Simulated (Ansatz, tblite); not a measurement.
**GaH2(NH2) (GaNH₄): removing and adding an electron**

What does removing or adding an electron cost or gain for GaH2(NH2) (GaNH₄)? Each charged state is run at several levels.

Program: Ansatz 0.2.0, Gaussian basis. Level of theory: as each input shows. These are calculated values, not measurements.

Plan: charge +1 doublet, at the geometry of the singlet (PBE0-D4/def2-TZVP, PBE-D4/def2-TZVP, r2SCAN-D4/def2-TZVP, CCSD(T)/def2-TZVPP); charge -1 doublet, at the geometry of the singlet (PBE0-D4/def2-TZVPD, PBE-D4/def2-TZVPD, r2SCAN-D4/def2-TZVPD, CCSD(T)/def2-TZVPD); the starting singlet's energies come from earlier runs.

## (1) The relaxed structure

The singlet was relaxed beforehand with r2SCAN-D4/def2-TZVP.

6 atoms, charge 0, spin multiplicity 1.

Atoms are counted from 1 here; the program's logs count them from 0.

Bond lengths: Ga1–H2 1.554 Å, Ga1–H3 1.554 Å, Ga1–N4 1.813 Å, N4–H5 1.007 Å, N4–H6 1.007 Å. Angles: H2–Ga1–H3 127.2°, H2–Ga1–N4 116.4°, H3–Ga1–N4 116.4°, Ga1–N4–H5 124.1°, Ga1–N4–H6 124.2°, H5–N4–H6 111.7°.

## (2) Charge +1 doublet at the fixed geometry, PBE0-D4/def2-TZVP

Contents of in.yaml:

```yaml
crystal:
  periodic: [false, false, false]
  atoms:
    - {symbol: Ga, position_ang: [0.431903, 0.748882, 0.007868]}
    - {symbol: H, position_ang: [1.900646, 0.693908, 0.512908]}
    - {symbol: H, position_ang: [-0.346740, 2.000277, -0.485150]}
    - {symbol: N, position_ang: [-0.473702, -0.821198, -0.008198]}
    - {symbol: H, position_ang: [-1.427926, -0.920201, -0.314608]}
    - {symbol: H, position_ang: [-0.084181, -1.701667, 0.287180]}
basis:
  gaussian: {orbitals: def2-TZVP}
total_charge: 1
magnetization: {spin_polarized: true, initial_magnetization: 1}
hamiltonian: {xc: pbe0, dispersion: d4}
output: {orbitals: {seedname: orbitals}}
```

Started as:

```bash
$ ansatz run in.yaml --threads 4 --pin off --events-out ev --progress --plain --max-ram 3916MiB
```

The program printed:

```text
Functional definition: PBE0
  name "PBE0"
  cite "Adamo & Barone, J. Chem. Phys. 110, 6158 (1999) doi:10.1063/1.478522"
  cite "Perdew, Burke & Ernzerhof, Phys. Rev. Lett. 77, 3865 (1996) doi:10.1103/PhysRevLett.77.3865"
  parent pbe
  parameter a = 0.25
  parameter kappa = 0.804
  parameter beta = 0.06672455060314922
  exchange = (1 - a)*pbe_x(kappa = kappa, mu = beta*pi^2/3) + a*exact_x
  correlation = pbe_c(beta = beta)
744 factors; their error is unknown
mean field evaluation 1: about -53895.0103 eV, gradient 7.1e1 eV
mean field evaluation 2: about -53837.0008 eV, gradient 1.1e2 eV
mean field evaluation 4: about -53912.2998 eV, gradient 2.2e1 eV
mean field evaluation 8: about -53915.3750 eV, gradient 4.0e-1 eV
mean field evaluation 16: about -53915.5613 eV, gradient 1.1e-4 eV
mean field -53915.56125297 eV, -1981.3603307667 hartree, gradient 3.1e-5 eV, S^2 0.753834; 2 other end points of the search recorded, 0 dependent functions left out
reference -53915.56127925 eV, -1981.3603317325 hartree; 21, 20 occupied and 82, 83 virtual orbitals, 744 factors
Total energy: -53915.60808204 eV, -1981.3620517031 hartree
```

Wall time 1.2 s (4 threads of Arm Neoverse V2, shared host).

Report: HOMO -14.10 eV, LUMO -12.05 eV (over both spins); ⟨S²⟩ 0.754 (pure: 0.75).

## (3) Charge +1 doublet at the fixed geometry, PBE-D4/def2-TZVP

start.molden holds the orbitals of an earlier run on this state, given as this run's starting guess.

in.yaml, as its differences from that of step 2:

```diff
@@ -10,6 +10,7 @@
 basis:
-  gaussian: {orbitals: def2-TZVP}
+  gaussian: {orbitals: def2-TZVP, initial_orbitals: start.molden}
 total_charge: 1
 magnetization: {spin_polarized: true, initial_magnetization: 1}
-hamiltonian: {xc: pbe0, dispersion: d4}
+hamiltonian: {xc: pbe, dispersion: d4}
+scf: {omitted_lower_state_checks: [starts]}
 output: {orbitals: {seedname: orbitals}}
```

Launched as before.

The program printed:

```text
Functional definition: PBE
  name "PBE"
  cite "Perdew, Burke & Ernzerhof, Phys. Rev. Lett. 77, 3865 (1996) doi:10.1103/PhysRevLett.77.3865"
  parent pbe
  parameter kappa = 0.804
  parameter beta = 0.06672455060314922
  exchange = pbe_x(kappa = kappa, mu = beta*pi^2/3)
  correlation = pbe_c(beta = beta)
these checks for a lower state are left out or cut short: starts
699 factors; their error is unknown
mean field evaluation 1: about -53914.0932 eV, gradient 6.3e0 eV
mean field evaluation 2: about -53914.1707 eV, gradient 9.9e-2 eV
mean field evaluation 4: about -53914.0891 eV, gradient 5.5e0 eV
mean field evaluation 8: about -53914.2576 eV, gradient 1.4e-1 eV
mean field -53914.25935647 eV, -1981.3124869526 hartree, gradient 1.2e-5 eV, S^2 0.755268; 0 other end points of the search recorded, 0 dependent functions left out
reference -53914.25939143 eV, -1981.3124882376 hartree; 21, 20 occupied and 82, 83 virtual orbitals, 699 factors
Total energy: -53914.31582757 eV, -1981.3145622273 hartree
Checks for a lower state left out: starts
```

It took 1.1 s on 4 threads of Arm Neoverse V2, shared host.

From the report: HOMO -13.31 eV, LUMO -13.27 eV (over both spins); ⟨S²⟩ 0.755 (pure: 0.75).

## (4) Charge +1 doublet at the fixed geometry, r2SCAN-D4/def2-TZVP

in.yaml, as its differences from that of step 3:

```diff
@@ -13,3 +13,3 @@
 magnetization: {spin_polarized: true, initial_magnetization: 1}
-hamiltonian: {xc: pbe, dispersion: d4}
+hamiltonian: {xc: r2scan, dispersion: d4}
 scf: {omitted_lower_state_checks: [starts]}
```

Same command.

The program printed:

```text
Functional definition: r2SCAN
  name "r2SCAN"
  cite "Furness, Kaplan, Ning, Perdew & Sun, J. Phys. Chem. Lett. 11, 8208 (2020) doi:10.1021/acs.jpclett.0c02405"
  cite "Furness, Kaplan, Ning, Perdew & Sun, J. Phys. Chem. Lett. 11, 9248 (2020) doi:10.1021/acs.jpclett.0c03077"
  parent r2scan
  parameter k0 = 0.174
  parameter k1 = 0.065
  parameter a1 = 4.9479
  exchange = r2scan_x(k0 = k0, k1 = k1, a1 = a1)
  correlation = r2scan_c
these checks for a lower state are left out or cut short: starts
699 factors; their error is unknown
mean field evaluation 1: about -53923.1316 eV, gradient 4.2e0 eV
mean field evaluation 2: about -53923.1584 eV, gradient 3.6e-2 eV
mean field evaluation 4: about -53923.1357 eV, gradient 1.8e-3 eV
mean field evaluation 8: about -53923.1357 eV, gradient 1.6e-5 eV
mean field -53923.13569698 eV, -1981.6386864498 hartree, gradient 8.2e-6 eV, S^2 0.755321; 0 other end points of the search recorded, 0 dependent functions left out
reference -53923.13570963 eV, -1981.6386869149 hartree; 21, 20 occupied and 82, 83 virtual orbitals, 699 factors
Total energy: -53923.14794624 eV, -1981.6391366018 hartree
Checks for a lower state left out: starts
```

Run time: 3.6 s. Hardware: 4 threads of Arm Neoverse V2, shared host.

HOMO -13.16 eV, LUMO -12.91 eV (over both spins); ⟨S²⟩ 0.755 (pure: 0.75).

## (5) Charge +1 doublet at the fixed geometry, CCSD(T)/def2-TZVPP

in.yaml, as its differences from that of step 4:

```diff
@@ -10,7 +10,7 @@
 basis:
-  gaussian: {orbitals: def2-TZVP, initial_orbitals: start.molden}
+  gaussian: {orbitals: def2-TZVPP, initial_orbitals: start.molden}
 total_charge: 1
 magnetization: {spin_polarized: true, initial_magnetization: 1}
-hamiltonian: {xc: r2scan, dispersion: d4}
-scf: {omitted_lower_state_checks: [starts]}
+correlation: {method: ccsd_t}
+scf: {omitted_lower_state_checks: [starts, cluster_reference]}
 output: {orbitals: {seedname: orbitals}}
```

Same command.

The program printed:

```text
Functional definition: HF
  name "HF"
  cite "Fock, Z. Phys. 61, 126 (1930) doi:10.1007/BF01340294"
  parent pbe
  exchange = exact_x
  correlation = 0
these checks for a lower state are left out or cut short: starts, cluster_reference
814 factors; integrals over basis functions are off by at most 1.2e-3 eV
mean field evaluation 1: about -53871.3490 eV, gradient 1.9e1 eV
mean field evaluation 2: about -53871.9196 eV, gradient 7.2e-1 eV
mean field evaluation 4: about -53871.9238 eV, gradient 5.2e-2 eV
mean field evaluation 8: about -53871.9238 eV, gradient 1.3e-6 eV
mean field -53871.92382495 eV, -1979.7566848653 hartree, gradient 1.3e-6 eV, S^2 0.759104; 0 other end points of the search recorded, 0 dependent functions left out
10 core orbitals not correlated: weight in the atoms' cores, before any rotation towards them, 1.000 or more for the frozen orbitals, at most 0.000 for the correlated occupied ones
reference -53871.92382495 eV, -1979.7566848653 hartree; 11, 10 occupied and 114, 115 virtual orbitals, 814 factors
second order -10.75494048 eV of doubles, -0.00000000 eV of singles
cycle   1  -10.89963335 eV  change   -1.4e-1 eV  update   8.3e-2
cycle   2  -11.28599769 eV  change   -3.9e-1 eV  update   2.7e-2
cycle   3  -11.36307963 eV  change   -7.7e-2 eV  update   1.3e-2
cycle   4  -11.36029711 eV  change    2.8e-3 eV  update   3.1e-3
cycle   5  -11.36081587 eV  change   -5.2e-4 eV  update   1.2e-3
cycle   6  -11.36112531 eV  change   -3.1e-4 eV  update   4.3e-4
cycle   7  -11.36122992 eV  change   -1.0e-4 eV  update   1.7e-4
cycle   8  -11.36129300 eV  change   -6.3e-5 eV  update   6.4e-5
cycle   9  -11.36131044 eV  change   -1.7e-5 eV  update   3.1e-5
cycle  10  -11.36129941 eV  change    1.1e-5 eV  update   2.1e-5
perturbative correction -0.35760299 eV, -0.0131416674 hartree
Total energy: -53883.64272734 eV, -1980.1873465851 hartree
Checks for a lower state left out: starts, cluster_reference
```

It took 19 s on 4 threads of Arm Neoverse V2, shared host; peak memory 1.6 GiB.

Hartree-Fock HOMO -17.08 eV, LUMO -6.62 eV (over both spins); ⟨S²⟩ 0.759 (pure: 0.75); T1 0.012.

## (6) Vertical ionisation energy

Charged state less starting state, singlet to doublet; the starting state's energies are those of its earlier runs.

Differences are taken before rounding.

```
             method  vertical ionisation energy (eV)  from CCSD(T)/def2-TZVPP (eV)   time
      HF/def2-TZVPP                             8.18                         -1.58       
   PBE-D4/def2-TZVP                             9.80                         +0.04  1.6 s
r2SCAN-D4/def2-TZVP                             9.71                         -0.06  4.6 s
  PBE0-D4/def2-TZVP                             9.72                         -0.04  1.9 s
     MP2/def2-TZVPP                             9.90                         +0.14       
    CCSD/def2-TZVPP                             9.64                         -0.12       
 CCSD(T)/def2-TZVPP                             9.76                             0   23 s
```

Times add the two runs; a level without a time comes out of a correlated run.

Beside −ε(HOMO) of the starting state:

```
              level  −ε(HOMO) (eV)  by difference (eV)  mismatch (eV)
   PBE-D4/def2-TZVP           6.08                9.80          -3.72
r2SCAN-D4/def2-TZVP           6.33                9.71          -3.38
  PBE0-D4/def2-TZVP           7.38                9.72          -2.34
```

## (7) Charge -1 doublet at the fixed geometry, PBE0-D4/def2-TZVPD

in.yaml, as its differences from that of step 5:

```diff
@@ -10,7 +10,6 @@
 basis:
-  gaussian: {orbitals: def2-TZVPP, initial_orbitals: start.molden}
-total_charge: 1
+  gaussian: {orbitals: def2-TZVPD}
+total_charge: -1
 magnetization: {spin_polarized: true, initial_magnetization: 1}
-correlation: {method: ccsd_t}
-scf: {omitted_lower_state_checks: [starts, cluster_reference]}
+hamiltonian: {xc: pbe0, dispersion: d4}
 output: {orbitals: {seedname: orbitals}}
```

The command is unchanged.

The program printed:

```text
Functional definition: PBE0
  name "PBE0"
  cite "Adamo & Barone, J. Chem. Phys. 110, 6158 (1999) doi:10.1063/1.478522"
  cite "Perdew, Burke & Ernzerhof, Phys. Rev. Lett. 77, 3865 (1996) doi:10.1103/PhysRevLett.77.3865"
  parent pbe
  parameter a = 0.25
  parameter kappa = 0.804
  parameter beta = 0.06672455060314922
  exchange = (1 - a)*pbe_x(kappa = kappa, mu = beta*pi^2/3) + a*exact_x
  correlation = pbe_c(beta = beta)
807 factors; their error is unknown
mean field evaluation 1: about -53922.8756 eV, gradient 2.3e1 eV
mean field evaluation 2: about -53922.1703 eV, gradient 3.1e1 eV
mean field evaluation 4: about -53924.2929 eV, gradient 1.5e0 eV
mean field evaluation 8: about -53924.4725 eV, gradient 1.8e-1 eV
mean field evaluation 16: about -53924.4726 eV, gradient 3.9e-5 eV
mean field evaluation 32: about -53924.4101 eV, gradient 9.0e-1 eV
mean field -53924.47255370 eV, -1981.6878150284 hartree, gradient 6.4e-6 eV, S^2 0.754010; 6 other end points of the search recorded, 0 dependent functions left out
reference -53924.47259298 eV, -1981.6878164718 hartree; 22, 21 occupied and 105, 106 virtual orbitals, 807 factors
Total energy: -53924.56107751 eV, -1981.6910682182 hartree
```

Run time: 3.3 s. Hardware: 4 threads of Arm Neoverse V2, shared host.

HOMO 2.54 eV, LUMO 3.86 eV (over both spins); ⟨S²⟩ 0.754 (pure: 0.75). Doubts: highest occupied level lies above zero.

## (8) Charge -1 doublet at the fixed geometry, PBE-D4/def2-TZVPD

in.yaml, as its differences from that of step 7:

```diff
@@ -10,6 +10,7 @@
 basis:
-  gaussian: {orbitals: def2-TZVPD}
+  gaussian: {orbitals: def2-TZVPD, initial_orbitals: start.molden}
 total_charge: -1
 magnetization: {spin_polarized: true, initial_magnetization: 1}
-hamiltonian: {xc: pbe0, dispersion: d4}
+hamiltonian: {xc: pbe, dispersion: d4}
+scf: {omitted_lower_state_checks: [starts]}
 output: {orbitals: {seedname: orbitals}}
```

The command is unchanged.

The program printed:

```text
Functional definition: PBE
  name "PBE"
  cite "Perdew, Burke & Ernzerhof, Phys. Rev. Lett. 77, 3865 (1996) doi:10.1103/PhysRevLett.77.3865"
  parent pbe
  parameter kappa = 0.804
  parameter beta = 0.06672455060314922
  exchange = pbe_x(kappa = kappa, mu = beta*pi^2/3)
  correlation = pbe_c(beta = beta)
these checks for a lower state are left out or cut short: starts
759 factors; their error is unknown
mean field evaluation 1: about -53923.2033 eV, gradient 6.4e0 eV
mean field evaluation 2: about -53923.2864 eV, gradient 9.9e-2 eV
mean field evaluation 4: about -53923.2640 eV, gradient 4.0e-4 eV
mean field evaluation 8: about -53923.2640 eV, gradient 4.9e-5 eV
mean field evaluation 16: about -53923.2640 eV, gradient 5.6e-6 eV
mean field -53923.26396664 eV, -1981.6434002729 hartree, gradient 5.6e-6 eV, S^2 0.752499; 0 other end points of the search recorded, 0 dependent functions left out
reference -53923.26401778 eV, -1981.6434021523 hartree; 22, 21 occupied and 105, 106 virtual orbitals, 759 factors
Total energy: -53923.37033235 eV, -1981.6473091409 hartree
Checks for a lower state left out: starts
```

Run time: 2.4 s. Hardware: 4 threads of Arm Neoverse V2, shared host.

Report: HOMO 3.22 eV, LUMO 3.35 eV (over both spins); ⟨S²⟩ 0.752 (pure: 0.75). Doubts: highest occupied level lies above zero.

## (9) Charge -1 doublet at the fixed geometry, r2SCAN-D4/def2-TZVPD

in.yaml, as its differences from that of step 8:

```diff
@@ -13,3 +13,3 @@
 magnetization: {spin_polarized: true, initial_magnetization: 1}
-hamiltonian: {xc: pbe, dispersion: d4}
+hamiltonian: {xc: r2scan, dispersion: d4}
 scf: {omitted_lower_state_checks: [starts]}
```

Launched as before.

The program printed:

```text
Functional definition: r2SCAN
  name "r2SCAN"
  cite "Furness, Kaplan, Ning, Perdew & Sun, J. Phys. Chem. Lett. 11, 8208 (2020) doi:10.1021/acs.jpclett.0c02405"
  cite "Furness, Kaplan, Ning, Perdew & Sun, J. Phys. Chem. Lett. 11, 9248 (2020) doi:10.1021/acs.jpclett.0c03077"
  parent r2scan
  parameter k0 = 0.174
  parameter k1 = 0.065
  parameter a1 = 4.9479
  exchange = r2scan_x(k0 = k0, k1 = k1, a1 = a1)
  correlation = r2scan_c
these checks for a lower state are left out or cut short: starts
759 factors; their error is unknown
mean field evaluation 1: about -53932.1251 eV, gradient 4.0e0 eV
mean field evaluation 2: about -53932.1543 eV, gradient 5.1e-2 eV
mean field evaluation 4: about -53932.1294 eV, gradient 1.6e-4 eV
mean field -53932.12944494 eV, -1981.9692005914 hartree, gradient 2.3e-5 eV, S^2 0.756767; 0 other end points of the search recorded, 0 dependent functions left out
reference -53932.12946797 eV, -1981.9692014374 hartree; 22, 21 occupied and 105, 106 virtual orbitals, 759 factors
Total energy: -53932.15389571 eV, -1981.9700991406 hartree
Checks for a lower state left out: starts
```

It took 2.5 s on 4 threads of Arm Neoverse V2, shared host.

HOMO 3.03 eV, LUMO 3.94 eV (over both spins); ⟨S²⟩ 0.757 (pure: 0.75). Doubts: highest occupied level lies above zero.

## (10) Charge -1 doublet at the fixed geometry, CCSD(T)/def2-TZVPD

in.yaml, as its differences from that of step 9:

```diff
@@ -13,4 +13,4 @@
 magnetization: {spin_polarized: true, initial_magnetization: 1}
-hamiltonian: {xc: r2scan, dispersion: d4}
-scf: {omitted_lower_state_checks: [starts]}
+correlation: {method: ccsd_t}
+scf: {omitted_lower_state_checks: [starts, cluster_reference]}
 output: {orbitals: {seedname: orbitals}}
```

The command is unchanged.

The program printed:

```text
Functional definition: HF
  name "HF"
  cite "Fock, Z. Phys. 61, 126 (1930) doi:10.1007/BF01340294"
  parent pbe
  exchange = exact_x
  correlation = 0
these checks for a lower state are left out or cut short: starts, cluster_reference
889 factors; integrals over basis functions are off by at most 9.5e-4 eV
mean field evaluation 1: about -53878.0183 eV, gradient 1.8e1 eV
mean field evaluation 2: about -53878.5756 eV, gradient 7.5e-1 eV
mean field evaluation 4: about -53878.6153 eV, gradient 7.5e-3 eV
mean field evaluation 8: about -53878.6153 eV, gradient 2.8e-6 eV
mean field -53878.61530221 eV, -1980.0025921189 hartree, gradient 3.4e-6 eV, S^2 0.765223; 0 other end points of the search recorded, 0 dependent functions left out
10 core orbitals not correlated: weight in the atoms' cores, before any rotation towards them, 1.000 or more for the frozen orbitals, at most 0.000 for the correlated occupied ones
reference -53878.61530221 eV, -1980.0025921189 hartree; 12, 11 occupied and 105, 106 virtual orbitals, 889 factors
second order -12.68005563 eV of doubles, -0.00000000 eV of singles
cycle   1  -12.56257411 eV  change    1.2e-1 eV  update   1.0e-1
cycle   2  -13.02221088 eV  change   -4.6e-1 eV  update   3.2e-2
cycle   3  -13.10359196 eV  change   -8.1e-2 eV  update   1.6e-2
cycle   4  -13.09818530 eV  change    5.4e-3 eV  update   4.7e-3
cycle   5  -13.09744730 eV  change    7.4e-4 eV  update   1.9e-3
cycle   6  -13.09718466 eV  change    2.6e-4 eV  update   6.4e-4
cycle   7  -13.09712864 eV  change    5.6e-5 eV  update   2.5e-4
cycle   8  -13.09718004 eV  change   -5.1e-5 eV  update   9.9e-5
cycle   9  -13.09719805 eV  change   -1.8e-5 eV  update   4.4e-5
cycle  10  -13.09718605 eV  change    1.2e-5 eV  update   2.0e-5
perturbative correction -0.51599041 eV, -0.0189622978 hartree
Total energy: -53892.22847867 eV, -1980.5028671265 hartree
Checks for a lower state left out: starts, cluster_reference
```

Wall time 18 s (4 threads of Arm Neoverse V2, shared host); peak memory 1.4 GiB.

From the report: Hartree-Fock HOMO 1.08 eV, LUMO 5.14 eV (over both spins); ⟨S²⟩ 0.765 (pure: 0.75); T1 0.015. Doubts: highest occupied level lies above zero.

## (11) Vertical electron affinity

Starting state less charged state (positive: the electron is bound), singlet to doublet; the starting state's energies are those of its earlier runs.

```
              method  vertical electron affinity (eV)  from CCSD(T)/def2-TZVPD (eV)   time
       HF/def2-TZVPD                            -1.47                         -0.50       
   PBE-D4/def2-TZVPD                            -0.79                         +0.18  3.1 s
r2SCAN-D4/def2-TZVPD                            -0.74                         +0.23  3.7 s
  PBE0-D4/def2-TZVPD                            -0.81                         +0.16    4 s
      MP2/def2-TZVPD                            -1.05                         -0.08       
     CCSD/def2-TZVPD                            -1.01                         -0.04       
  CCSD(T)/def2-TZVPD                            -0.97                             0   22 s
```

Times add the two runs; a level without a time comes out of a correlated run.

Beside −ε(LUMO) of the starting state:

```
               level  −ε(LUMO) (eV)  by difference (eV)  mismatch (eV)
   PBE-D4/def2-TZVPD           1.56               -0.79          +2.35
r2SCAN-D4/def2-TZVPD           1.23               -0.74          +1.97
  PBE0-D4/def2-TZVPD           0.78               -0.81          +1.59
```

## (12) Results

| quantity | value |
| --- | --- |
| vertical ionisation energy, functionals in def2-TZVP | 9.71 (r2SCAN-D4) to 9.80 eV (PBE-D4) |
| vertical ionisation energy, CCSD(T)/def2-TZVPP | 9.76 eV |
| vertical electron affinity, functionals in def2-TZVPD | -0.81 (PBE0-D4) to -0.74 eV (r2SCAN-D4) |
| vertical electron affinity, CCSD(T)/def2-TZVPD | -0.97 eV |

In words: The vertical ionisation energy spans 9.71 to 9.80 eV over the functionals, beside 9.76 eV from CCSD(T)/def2-TZVPP. −ε(HOMO) misses the level's own difference by -2.34 eV at best (PBE0-D4) and -3.72 eV at worst (PBE-D4). CCSD(T)/def2-TZVPP isn't at the basis-set limit; small misses against it rank nothing. The vertical electron affinity spans -0.81 to -0.74 eV over the functionals, beside -0.97 eV from CCSD(T)/def2-TZVPD. A negative affinity means an unbound electron, held by the basis alone. −ε(LUMO) misses the level's own difference by +1.59 eV at best (PBE0-D4) and +2.35 eV at worst (PBE-D4).
